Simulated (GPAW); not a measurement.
# WAu: single point with vdW-DF-cx

WAu:

```
W Au
1.0
     0.00000    2.90921    2.90921
     2.90921    0.00000    2.90921
     2.90921    2.90921    0.00000
W Au
1 1
Direct
  0.00000 0.00000 0.00000
  0.75000 0.75000 0.75000
```

The cell was built by a generator and needn't be a form met in nature.

```json
{"Program": "GPAW 26.7.0", "Task": "single point", "Functional": "vdW-DF-cx", "Potentials or basis": "GPAW PAW data sets (gpaw-data 1.2.1)", "Cutoff": "600 eV", "Basis": "pw", "k mesh": "8 × 8 × 8", "Occupations": "fermi-dirac, width 0.05 eV", "Spin": "no spin polarisation", "Maxiter": "150"}
```

- Band gap on the k mesh: none (metal or under the smearing width)

Levels at points of the mesh, in eV from the Fermi level:
| k point | band 11 | band 12 | band 13 | band 14 | band 15 | band 16 |
| --- | --- | --- | --- | --- | --- | --- |
| (0.00, 0.00, 0.00) | -0.74 | -0.74 | -0.74 | 1.48 | 1.48 | 8.43 |
| (0.50, 0.50, 0.00) | -2.73 | 0.40 | 1.21 | 1.45 | 1.45 | 2.69 |
| (0.50, 0.50, 0.50) | -1.83 | -0.27 | -0.27 | 1.35 | 1.35 | 2.00 |

Wall time 25 s on 1 thread of Arm Neoverse V2 (shared host), peak memory 0.2 GiB.

 Spin-orbit coupling is left out, which matters for the levels of Au, W.
